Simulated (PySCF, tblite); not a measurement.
**C₃H₁₄N₂Si₂: geometry, infrared bands and NMR shifts**

What infrared bands and NMR shifts should C₃H₁₄N₂Si₂ (`CC(C)N[SiH2][SiH2]N`) show?

Computed with tblite 0.8.0 and PySCF 2.14.0, with density-fitted response routines of our own, on a single molecule in the gas phase. Atoms are numbered from 0 throughout.

## 1. The starting structure

21 atoms, charge 0, multiplicity 1; geometry from: force field or distance geometry start.

Bonds of the start (Å): C0–C1 1.52, C1–C2 1.54, C1–N3 1.47, N3–Si4 1.72, Si4–Si5 2.35, Si5–N6 1.72, C0–H7 1.09, C0–H8 1.10, C0–H9 1.11, C1–H10 1.10, C2–H11 1.09, C2–H12 1.09, C2–H13 1.10, N3–H14 1.03, Si4–H15 1.49, Si4–H16 1.48, Si5–H17 1.49, Si5–H18 1.47, N6–H19 1.02, N6–H20 1.02.

## 2. Optimising the geometry with GFN2-xTB

The job: settings as JSON, then the geometry in Å.

```
{"job": {"kind": "relax", "xc": "GFN2-xTB", "basis": "xTB"}, "charge": 0, "multiplicity": 1}
C     -2.198200     1.174100    -0.929400
C     -1.697300    -0.081200    -0.243500
C     -2.324500    -0.220500     1.153300
N     -0.232600     0.007400    -0.162900
Si     0.844400    -1.311700     0.099400
Si     3.072000    -0.637200    -0.241300
N      3.349900     0.977500     0.266000
H     -1.769300     1.281300    -1.926700
H     -1.952600     2.077700    -0.359800
H     -3.300200     1.138900    -1.035100
H     -1.989900    -0.947600    -0.850400
H     -2.069700     0.621700     1.800300
H     -2.029500    -1.139900     1.658700
H     -3.421700    -0.240300     1.063900
H      0.024400     0.762700     0.482900
H      0.632600    -1.746200     1.505500
H      0.462100    -2.395500    -0.835800
H      4.038100    -1.497000     0.493900
H      3.421900    -0.625900    -1.672900
H      4.328900     1.212100     0.102900
H      2.802200     1.606500    -0.317700
```

On the command line:

```console
OMP_NUM_THREADS=1 python probes_run.py task.json out
```

One launch serves the whole session: the jobs run in the order shown.

Log:

```text
step      E/eV     max force
  0    -622.72101    1.445
  1    -622.78747    0.482
  2    -622.81777    0.424
  3    -622.85904    0.624
  4    -622.88979    0.746
  5    -622.92578    0.514
  6    -622.95441    0.466
  7    -622.98192    0.400
  8    -622.99906    0.235
  9    -623.00742    0.142
 10    -623.01217    0.163
 11    -623.01562    0.135
 12    -623.01878    0.149
 13    -623.02161    0.109
 14    -623.02373    0.109
 15    -623.02546    0.099
 16    -623.02704    0.122
 17    -623.02849    0.100
 18    -623.02970    0.072
 19    -623.03069    0.077
 20    -623.03155    0.063
 21    -623.03231    0.066
 22    -623.03285    0.046
 23    -623.03320    0.044
 24    -623.03348    0.040
 25    -623.03380    0.048
 26    -623.03424    0.060
 27    -623.03482    0.064
 28    -623.03547    0.064
 29    -623.03608    0.060
 30    -623.03658    0.047
 31    -623.03696    0.047
 32    -623.03730    0.042
 33    -623.03761    0.034
 34    -623.03787    0.037
 35    -623.03813    0.037
 36    -623.03842    0.046
 37    -623.03876    0.043
 38    -623.03910    0.038
 39    -623.03940    0.039
 40    -623.03966    0.051
 41    -623.03995    0.063
 42    -623.04030    0.056
 43    -623.04062    0.039
 44    -623.04083    0.027
 45    -623.04098    0.031
 46    -623.04111    0.028
 47    -623.04126    0.030
 48    -623.04143    0.035
 49    -623.04162    0.031
 50    -623.04179    0.030
 51    -623.04194    0.028
 52    -623.04210    0.029
 53    -623.04228    0.038
 54    -623.04252    0.040
 55    -623.04279    0.042
 56    -623.04306    0.038
 57    -623.04331    0.036
 58    -623.04352    0.029
 59    -623.04371    0.028
 60    -623.04387    0.030
 61    -623.04402    0.027
 62    -623.04419    0.025
 63    -623.04435    0.027
 64    -623.04452    0.030
 65    -623.04469    0.031
 66    -623.04489    0.029
 67    -623.04516    0.052
 68    -623.04551    0.061
 69    -623.04588    0.048
 70    -623.04625    0.059
 71    -623.04666    0.053
 72    -623.04713    0.067
 73    -623.04762    0.061
 74    -623.04802    0.040
 75    -623.04834    0.039
 76    -623.04867    0.051
 77    -623.04912    0.072
 78    -623.04968    0.070
 79    -623.05019    0.045
 80    -623.05059    0.043
 81    -623.05090    0.054
 82    -623.05124    0.080
 83    -623.05171    0.065
 84    -623.05289    0.069
 85    -623.05343    0.060
 86    -623.05435    0.065
 87    -623.05490    0.049
 88    -623.05522    0.033
 89    -623.05534    0.024
 90    -623.05544    0.029
 91    -623.05556    0.027
 92    -623.05574    0.024
 93    -623.05585    0.023
 94    -623.05596    0.024
 95    -623.05604    0.019
 96    -623.05612    0.018
 97    -623.05621    0.023
 98    -623.05630    0.025
 99    -623.05641    0.022
100    -623.05652    0.025
101    -623.05663    0.022
102    -623.05672    0.024
103    -623.05680    0.022
104    -623.05688    0.025
105    -623.05698    0.019
106    -623.05711    0.028
107    -623.05725    0.033
108    -623.05738    0.025
109    -623.05748    0.023
110    -623.05760    0.023
111    -623.05775    0.035
112    -623.05791    0.035
113    -623.05809    0.030
114    -623.05826    0.031
115    -623.05846    0.029
116    -623.05873    0.045
117    -623.05908    0.047
118    -623.05941    0.036
119    -623.05968    0.049
120    -623.05997    0.043
121    -623.06034    0.059
122    -623.06113    0.069
123    -623.06177    0.054
124    -623.06233    0.046
125    -623.06266    0.053
126    -623.06288    0.047
127    -623.06316    0.052
128    -623.06363    0.058
129    -623.06408    0.057
130    -623.06440    0.062
131    -623.06472    0.039
132    -623.06501    0.032
133    -623.06522    0.027
134    -623.06537    0.039
135    -623.06546    0.031
136    -623.06559    0.026
137    -623.06571    0.018
138    -623.06578    0.018
139    -623.06585    0.021
140    -623.06593    0.026
141    -623.06599    0.024
142    -623.06606    0.015
143    -623.06613    0.019
144    -623.06624    0.027
145    -623.06638    0.031
146    -623.06651    0.025
147    -623.06661    0.021
148    -623.06667    0.022
149    -623.06674    0.025
150    -623.06682    0.022
151    -623.06692    0.012
152    -623.06694    0.014
153    -623.06699    0.011
154    -623.06702    0.013
155    -623.06707    0.015
156    -623.06710    0.014
157    -623.06713    0.011
158    -623.06715    0.010
159    -623.06719    0.015
160    -623.06722    0.019
161    -623.06725    0.017
162    -623.06729    0.014
163    -623.06733    0.012
164    -623.06738    0.015
165    -623.06741    0.015
166    -623.06744    0.013
167    -623.06748    0.012
168    -623.06751    0.012
169    -623.06755    0.011
170    -623.06757    0.011
171    -623.06760    0.012
172    -623.06764    0.014
173    -623.06767    0.014
174    -623.06770    0.012
175    -623.06772    0.012
176    -623.06775    0.013
177    -623.06780    0.019
178    -623.06785    0.021
179    -623.06789    0.016
180    -623.06791    0.010
181    -623.06793    0.010
182    -623.06796    0.016
183    -623.06799    0.018
184    -623.06803    0.015
185    -623.06807    0.018
186    -623.06812    0.020
187    -623.06819    0.024
188    -623.06827    0.021
189    -623.06834    0.022
190    -623.06841    0.024
191    -623.06848    0.027
192    -623.06855    0.030
193    -623.06861    0.025
194    -623.06865    0.020
195    -623.06868    0.017
196    -623.06873    0.022
197    -623.06876    0.025
198    -623.06882    0.021
199    -623.06887    0.016
200    -623.06894    0.016
201    -623.06901    0.029
202    -623.06909    0.038
203    -623.06918    0.034
204    -623.06925    0.022
205    -623.06929    0.017
206    -623.06932    0.019
207    -623.06935    0.022
208    -623.06938    0.018
209    -623.06940    0.011
210    -623.06942    0.007
```

It took 4.8 s on 1 thread of Intel Xeon at 2.50GHz, shared host; peak memory 0.18 GiB.

The steps of the relaxation: (not every step is listed)

```tsv
step	energy from step 0 (eV)	largest force (eV/Å)
0	0.0000	1.4450
1	-0.0665	0.4816
2	-0.0968	0.4238
3	-0.1380	0.6240
4	-0.1688	0.7457
5	-0.2048	0.5136
6	-0.2334	0.4658
7	-0.2609	0.4001
8	-0.2781	0.2352
27	-0.3138	0.0639
46	-0.3201	0.0284
65	-0.3237	0.0310
84	-0.3319	0.0686
103	-0.3358	0.0218
122	-0.3401	0.0686
141	-0.3450	0.0239
160	-0.3462	0.0192
179	-0.3469	0.0159
198	-0.3478	0.0215
205	-0.3483	0.0175
206	-0.3483	0.0191
207	-0.3483	0.0217
208	-0.3484	0.0175
209	-0.3484	0.0110
210	-0.3484	0.0071
```

Distances of close pairs at the start and the end, largest changes first:

```tsv
bond	before (Å)	after (Å)	change (Å)
Si4–Si5	2.352	2.290	-0.062
C1–N3	1.470	1.444	-0.025
C0–H9	1.108	1.087	-0.021
Si5–H17	1.488	1.468	-0.020
N3–H14	1.026	1.010	-0.017
Si5–N6	1.715	1.729	+0.014
C2–H13	1.101	1.087	-0.014
C0–C1	1.516	1.528	+0.013
```

The end geometry stands in the next job.

## 3. Harmonic vibrations with GFN2-xTB

The job: settings as JSON, then the geometry in Å.

```
{"job": {"kind": "ir", "xc": "GFN2-xTB", "basis": "xTB"}, "charge": 0, "multiplicity": 1}
C     -2.148451     1.254438    -0.786334
C     -1.617605    -0.026844    -0.143967
C     -2.234618    -0.233990     1.240664
N     -0.174943     0.013962    -0.087359
Si     0.831996    -1.374355    -0.176476
Si     3.005243    -0.677506     0.011350
N      3.063032     1.033988    -0.229812
H     -1.707932     1.387299    -1.771152
H     -1.892353     2.115938    -0.172132
H     -3.229603     1.210531    -0.888479
H     -1.880193    -0.880922    -0.776607
H     -1.996938     0.609274     1.886950
H     -1.835448    -1.139624     1.690625
H     -3.315731    -0.323686     1.169067
H      0.149046     0.802708     0.453563
H      0.513571    -2.414624     0.828671
H      0.464054    -1.998589    -1.458959
H      3.626134    -0.834428     1.332114
H      3.876257    -1.432336    -0.912152
H      3.952332     1.503352    -0.157438
H      2.543230     1.422359    -1.000785
```

Log:

```text
mode    cm-1     km/mol
  1      28.8      0.71
  2      39.5      0.57
  3      67.6      0.26
  4      78.1      0.06
  5     162.4      0.73
  6     194.3      0.01
  7     213.0      2.77
  8     226.6     19.38
  9     241.9      1.69
 10     334.6      4.55
 11     383.8     28.18
 12     403.6     28.92
 13     441.5      7.81
 14     480.4      0.52
 15     485.2     42.96
 16     524.7     62.45
 17     551.4    115.38
 18     590.7     12.64
 19     606.7    100.42
 20     694.2    395.64
 21     733.1    381.09
 22     817.0     14.24
 23     829.8     74.54
 24     834.1    315.79
 25     874.3    103.28
 26     881.8    169.10
 27     918.5     25.60
 28     939.9      2.58
 29     968.0      0.47
 30    1038.5     31.48
 31    1132.7     20.78
 32    1139.8     38.41
 33    1186.9    135.76
 34    1274.3      2.96
 35    1314.8     10.78
 36    1389.4    106.46
 37    1395.1      8.94
 38    1408.4      6.52
 39    1488.8      1.35
 40    1493.1      0.10
 41    1497.1      2.58
 42    1504.3      2.57
 43    1531.7     37.43
 44    2079.8    376.14
 45    2119.2    458.13
 46    2165.2    268.81
 47    2209.1    366.36
 48    2937.4     42.57
 49    3018.6      1.09
 50    3024.0     75.38
 51    3032.9      9.84
 52    3040.2     59.42
 53    3041.6     47.70
 54    3043.0     26.45
 55    3433.4      9.88
 56    3460.9      0.15
 57    3495.9      6.00
```

Run time: 2.5 s. Hardware: 1 thread of Intel Xeon at 2.50GHz, shared host; peak memory 0.18 GiB.

The strongest bands and the atoms that carry them (share of the mass-weighted mode):

```tsv
cm⁻¹	km/mol	atoms
694	395.6	H18 42 %, H17 29 %
733	381.1	H16 37 %, H15 34 %, Si4 15 %
834	315.8	H20 25 %, H19 21 %, H16 17 %, H15 15 %
882	169.1	N6 47 %, Si5 36 %
2080	376.1	H15 89 %
2119	458.1	H18 91 %
2165	268.8	H16 89 %
2209	366.4	H17 93 %
```

## 4. Nuclear shieldings: PBE0/pcSseg-1

Settings changed since step 3:

```diff
@@ -1,2 +1,2 @@
-{"job": {"kind": "ir", "xc": "GFN2-xTB", "basis": "xTB"}, "charge": 0, "multiplicity": 1}
+{"job": {"kind": "nmr", "xc": "PBE0", "basis": "pcSseg-1"}, "charge": 0, "multiplicity": 1}
 C     -2.148451     1.254438    -0.786334
```

Level: GIAO PBE0/pcSseg-1 NMR shielding, non-relativistic, gas phase.

Log:

```text
coarse grid: 17312 points
cycle   1  E = -810.5794726264  dE =  4.495e-01  |g| = 6.004e-01  |ddm| = 3.905e+00
cycle   2  E = -810.5139687181  dE =  6.550e-02  |g| = 8.084e-01  |ddm| = 1.314e+00
cycle   3  E = -810.6611787598  dE = -1.472e-01  |g| = 8.518e-02  |ddm| = 8.711e-01
cycle   4  E = -810.6627092698  dE = -1.531e-03  |g| = 2.997e-02  |ddm| = 1.041e-01
cycle   5  E = -810.6629055499  dE = -1.963e-04  |g| = 7.383e-03  |ddm| = 2.835e-02
cycle   6  E = -810.6629162483  dE = -1.070e-05  |g| = 2.885e-03  |ddm| = 8.937e-03
cycle   7  E = -810.6629179286  dE = -1.680e-06  |g| = 4.408e-04  |ddm| = 2.623e-03
final grid: 154672 points
cycle   8  E = -810.6980124690  dE = -3.738e-05  |g| = 9.818e-03  |ddm| = 2.809e-02
cycle   9  E = -810.6979948589  dE =  1.761e-05  |g| = 1.317e-02  |ddm| = 2.110e-02
cycle  10  E = -810.6980351033  dE = -4.024e-05  |g| = 1.132e-03  |ddm| = 1.270e-02
cycle  11  E = -810.6980353781  dE = -2.748e-07  |g| = 2.678e-04  |ddm| = 1.151e-03
cycle  12  E = -810.6980353928  dE = -1.470e-08  |g| = 6.719e-05  |ddm| = 2.548e-04
cycle  13  E = -810.6980353937  dE = -9.081e-10  |g| = 2.483e-05  |ddm| = 8.165e-05
converged SCF energy = -810.6980353937

GIAO shielding tensors (ppm)
atom      isotropic    diamagn.    paramagn.     s11        s22        s33       span
  0 C      157.482     246.890     -89.408    137.899    148.105    186.443     48.544
  1 C      136.498     241.088    -104.590    118.514    131.263    159.716     41.202
  2 C      159.606     248.029     -88.423    140.486    152.666    185.666     45.180
  3 N      229.745     327.629     -97.885    190.602    214.674    283.958     93.356
  4 Si     413.677     882.796    -469.119    367.264    380.351    493.415    126.151
  5 Si     409.286     879.662    -470.376    362.225    381.802    483.830    121.605
  6 N      273.379     318.245     -44.867    233.362    265.932    320.841     87.479
  7 H       30.271      30.481      -0.210     26.353     28.391     36.069      9.717
  8 H       30.889      30.930      -0.041     28.230     29.179     35.257      7.027
  9 H       30.525      29.232       1.294     26.067     27.917     37.591     11.525
 10 H       28.879      32.234      -3.355     25.566     28.405     32.665      7.099
 11 H       31.053      31.035       0.018     28.441     29.165     35.554      7.112
 12 H       30.025      30.813      -0.788     25.489     29.235     35.351      9.861
 13 H       30.564      29.453       1.111     26.229     27.785     37.678     11.449
 14 H       32.188      38.591      -6.403     23.002     33.018     40.544     17.541
 15 H       26.767      30.591      -3.824     22.803     25.330     32.168      9.364
 16 H       26.931      31.093      -4.162     23.469     25.182     32.143      8.674
 17 H       26.869      29.095      -2.226     23.992     24.794     31.821      7.829
 18 H       26.764      28.095      -1.331     22.978     24.744     32.571      9.593
 19 H       31.827      28.707       3.120     23.420     27.428     44.634     21.214
 20 H       32.092      34.283      -2.191     23.969     29.589     42.717     18.748
```

Run time: 2 min. Hardware: 1 thread of Intel Xeon at 2.50GHz, shared host; peak memory 0.93 GiB.

The references, computed at this level on geometries of the same kind, shield at (ppm): ¹H TMS 31.72, ¹³C TMS 186.9, ²⁹Si TMS 349.2, ¹⁵N NH3 267.7. Their shielding less the atom's gives the shift. The references are single molecules in the gas phase, so shifts against H2O, NH3, PH3, H3PO4 or CFCl3 are not on the usual liquid scales and can be off by tens of ppm. Atoms listed in one row are averaged.

```tsv
atoms	environment	σ (ppm)	δ (ppm)	δ scaled to CDCl3
C1	sp3 CH bonded to N	136.5	50.4	47.3
C0, C2	methyl carbon	158.5	28.4	25.8
H17, H18	hydrogen on a silicon bonded to N, Si	26.82	4.90	–
H15, H16	hydrogen on a silicon bonded to N, Si	26.85	4.87	–
H10	hydrogen on an sp3 CH bonded to N	28.88	2.84	2.78
H7, H8, H9, H11, H12, H13	hydrogen on a methyl carbon	30.55	1.16	1.20
H19, H20	hydrogen on a nitrogen bonded to Si	31.96	-0.24	–
H14	hydrogen on a nitrogen bonded to C, Si	32.19	-0.47	–
N3	nitrogen bonded to C, Si, H	229.7	38.0	–
N6	nitrogen bonded to Si, 2 H	273.4	-5.6	–
Si5	silicon bonded to N, Si, 2 H	409.3	-60.1	–
Si4	silicon bonded to N, Si, 2 H	413.7	-64.5	–
```

The scaled column applies a straight-line fit of computed shieldings to shifts measured in CDCl3 (root-mean-square error 0.16 ppm for H, 1.9 ppm for C).

The run also stored atomic charges by several schemes (e):

```tsv
atoms	Mulliken	IAO	Hirshfeld	ESP fit
C0, C2	-0.21	-0.43	-0.12	-0.62
C1	-0.16	0.02	0.03	0.62
N3	-0.65	-0.67	-0.24	-0.68
Si4	0.45	0.58	0.27	0.25
Si5	0.44	0.60	0.28	0.60
N6	-0.63	-0.84	-0.32	-1.03
```

Mayer bond orders: C0–C1 1.03, C1–C2 1.03, C1–N3 0.92, N3–Si4 1.01, Si4–Si5 0.93, Si5–N6 1.03.

Orbitals, density, ELF and potential are computed afterwards from the orbital file.

Frontier orbitals at PBE0/pcSseg-1, with the share of their density that lies nearest to each atom:

```tsv
orbital	energy (eV)	lies on
HOMO	-6.63	N3 56 %; H15 10 %; H14 7 %
LUMO	-0.11	Si4, Si5 about 16 % each; H15, H18 about 11 % each; H17, H19, H20 about 7 % each
```

ELF in a plane through or near 7 of the atoms.

Ten even steps from '0' (0.00) to '9' (1.00):
```
0000000000000000000000000000
0000000000000000000000000000
0000000000000000000000000000
0000000000046500000000000000
0000000000179800487100000000
0000013100169800999300000000
0000389830124201999458500000
0000699973321100684799930000
0000699854422340349799940000
0000267212201562265578500000
0000002574105994111000000000
0000025688306993011000000000
0000589458501760289510000000
0000899766300000899920000000
0000588212100000899820000000
0000011000000000378400000000
0000000000000000000000000000
0000000000000000000000000000
0000000000000000000000000000
0000000000000000000000000000
```
The map spans 13.3 Å across and 10.2 Å up, centred on the molecule. Atoms in the plane (x, y in Å): C2 (2.3, 0.9), N6 (-2.9, -1.2), H8 (2.1, -1.9), H12 (1.8, 1.9), H13 (3.3, 1.0), H14 (0.0, -0.5), H19 (-3.8, -1.7).

log10 of the density (e/Å³) in the same plane.

Values, 10 rows by 14 columns:
```
-4.0 -4.0 -4.0 -4.0 -4.0 -4.0 -4.0 -4.0 -4.0 -4.0 -4.0 -4.0 -4.0 -4.0
-4.0 -4.0 -4.0 -4.0 -3.9 -3.0 -2.7 -3.0 -3.7 -3.8 -4.0 -4.0 -4.0 -4.0
-4.0 -4.0 -3.0 -2.6 -2.6 -2.0 -1.4 -2.0 -1.7 -1.6 -2.4 -3.3 -4.0 -4.0
-4.0 -3.1 -1.8 -1.0 -1.3 -1.5 -1.2 -1.7 -0.4  0.0 -0.9 -1.9 -3.5 -4.0
-4.0 -2.7 -1.2 -0.1 -0.4 -1.0 -1.1 -0.9 -0.5  1.8  0.2 -1.3 -3.2 -4.0
-4.0 -3.0 -1.8 -0.7 -0.3 -1.2 -0.7  0.0 -0.9 -0.7 -1.4 -2.3 -3.7 -4.0
-4.0 -3.4 -1.3  0.1  0.6 -0.9 -1.5 -1.1 -1.1 -0.4 -1.4 -2.5 -3.9 -4.0
-4.0 -3.9 -1.9 -1.0 -1.0 -1.7 -3.1 -2.8 -1.4 -0.8 -1.8 -3.0 -4.0 -4.0
-4.0 -4.0 -3.7 -3.1 -2.9 -3.4 -4.0 -3.9 -2.9 -2.6 -3.1 -4.0 -4.0 -4.0
-4.0 -4.0 -4.0 -4.0 -4.0 -4.0 -4.0 -4.0 -4.0 -4.0 -4.0 -4.0 -4.0 -4.0
```
The map spans 13.3 Å across and 10.2 Å up, centred on the molecule. Atoms in the plane (x, y in Å): C2 (2.3, 0.9), N6 (-2.9, -1.2), H8 (2.1, -1.9), H12 (1.8, 1.9), H13 (3.3, 1.0), H14 (0.0, -0.5), H19 (-3.8, -1.7).

On the surface of density 0.002 e/bohr³ the electrostatic potential runs, from the 1st to the 99th percentile, from -1.00 V near N6 to 1.39 V near H19.

## 5. Summary of results

```
                                                               quantity                                     value
                              strongest single infrared mode (GFN2-xTB)                     2119 cm⁻¹, 458 km/mol
                                           zero-point energy (GFN2-xTB)                            105.0 kcal/mol
¹³C shifts against TMS (PBE0/pcSseg-1, means over atoms taken as alike)                            50.4, 28.4 ppm
 ¹H shifts against TMS (PBE0/pcSseg-1, means over atoms taken as alike)  4.90, 4.87, 2.84, 1.16, -0.24, -0.47 ppm
                                 ¹⁵N shifts against NH3 (PBE0/pcSseg-1)                            38.0, -5.6 ppm
                                ²⁹Si shifts against TMS (PBE0/pcSseg-1)                          -60.1, -64.5 ppm
                                  surface potential, 1st and 99th percentile                        -1.00 V and 1.39 V
```

What this shows: Relaxing lowered the energy by 0.348 eV in 210 steps; the close pair that moved most is Si4–Si5, from 2.352 to 2.290 Å. All 57 modes are real, so the xTB geometry is a minimum. The strongest single mode, at 2119 cm⁻¹, moves mainly H18. GFN2-xTB is a fitted tight-binding method: band positions and strengths are rough. Its intensities can rank the bands wrongly. C1 (sp3 CH bonded to N) lies farthest downfield among carbon, at 50.4 ppm; deshielded by the electronegative neighbour.
